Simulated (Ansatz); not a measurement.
# Al (sc type): the cost of one run

Method: DFT PBEsol, with the methods named in each step, in Ansatz 0.2.0.

This is Al in the simple cubic structure; at room conditions it is fcc.

1 further run of the same task is left out (set aside as unsound or not needed). Runs told in other sessions of the task aren't counted.

## Step 1: Starting point

It takes space group Pm-3m (No. 221, cubic). Conventional cell: a = 2.702 Å, b = 2.702 Å, c = 2.702 Å, α = 90.00°, β = 90.00°, γ = 90.00°. Al (site symmetry m-3m) is surrounded by 6 Al at 2.70 Å.

Structure file:

```cif
data_structure
_symmetry_space_group_name_H-M 'Pm-3m'
_symmetry_Int_Tables_number 221
_cell_length_a 2.7017
_cell_length_b 2.7017
_cell_length_c 2.7017
_cell_angle_alpha 90.000
_cell_angle_beta 90.000
_cell_angle_gamma 90.000
_cell_volume 19.72
loop_
_atom_site_label
_atom_site_type_symbol
_atom_site_symmetry_multiplicity
_atom_site_Wyckoff_symbol
_atom_site_fract_x
_atom_site_fract_y
_atom_site_fract_z
_atom_site_occupancy
Al1 Al 1 a 0.00000 0.00000 0.00000 1
```

The file gives the conventional cell by its symmetry; the runs use the cell typed in the input.

Whether this phase is the stable one at these pressures isn't tested.

## Step 2: The reference volume, LAPW

Contents of input.yaml:

```yaml
crystal:
  lattice:
    - [2.7017122863, 0.0, 0.0]
    - [0.0, 2.7017122863, 0.0]
    - [0.0, 0.0, 2.7017122863]
  atoms:
    - { symbol: Al, position: [0.0, 0.0, 0.0] }
kpoints:
  mp_grid: { grid: [16, 16, 16] }
  band_path:
    path:
      - [0.0, 0.0, 0.0]
      - [0.0, 0.5, 0.0]
      - [0.5, 0.5, 0.0]
      - [0.0, 0.0, 0.0]
      - [0.5, 0.5, 0.5]
      - [0.0, 0.5, 0.0]
      - [0.5, 0.5, 0.5]
      - [0.5, 0.5, 0.0]
    npoints: 14
scf:
  occupations: { method: fermi_dirac, width: 0.08 }
hamiltonian:
  xc: pbesol
  pseudopotentials: { kind: all_electron, lapw: { basis_error: 0.001 } }
output:
  forces: true
  stress: true
  eigenvalues: true
  populations: true
  dos: { projected: true, de: 0.2, e_range: [-14, 8] }
```

Launch:

```
ansatz run input.yaml --threads 1 --pin off --max-ram 2048MiB --backend cpu --events-out ev --progress --plain --runs-dir out
```

Q: Estimate wall time and peak memory on 1 thread of Arm Neoverse V1, shared host.

About 6 s, with a peak of 0.23 GiB.
